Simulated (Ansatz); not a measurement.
NaSb2Au:

```
Na Sb Au
1.0
     4.35730    0.00000    0.00000
    -2.17865    3.77354    0.00000
     0.00000    0.00000    6.81847
Na Sb Au
1 2 1
Direct
  0.00000 0.00000 0.50000
  0.66667 0.33333 0.81632
  0.33333 0.66667 0.18368
  0.00000 0.00000 0.00000
```

The cell was built by a generator and needn't be a form met in nature.

Base run:

| Property | Result |
| --- | --- |
| Program | Ansatz 0.2.0 |
| Functional | BLYP |
| Potentials or basis | Ansatz PAW |
| Cutoff | 420 eV (not typed: the program's choice for these potentials) |
| k mesh | 5 × 5 × 3 |
| Occupations | fermi-dirac, width 0.05 eV |
| Spin | no spin polarisation |

Its results: band gap on the k mesh none (metal or under the smearing width); pressure 3.4 GPa; largest force 0.446 eV/Å.

Q: After a change of settings the same cell gave: band gap on the k mesh none (metal or under the smearing width); pressure -2.4 GPa; largest force 0.300 eV/Å. Which change was it?
A. functional from BLYP to PBEsol
B. functional from BLYP to revPBE
C. functional from BLYP to r2SCAN; cutoff from 420 eV (not typed: the program's choice for these potentials) to 500 eV (not typed: the program's choice for these potentials)
D. functional from BLYP to RPBE

A: A.

PBEsol binds more tightly than BLYP, so the same cell stands under less pressure.

Caveats: spin-orbit coupling is left out, which moves the levels of the heavy elements; the PAW data sets come from PBE, with cores solved anew for the run's functional, which leaves a small shift of forces and pressure.

Runs at the PBE level aren't shown here.
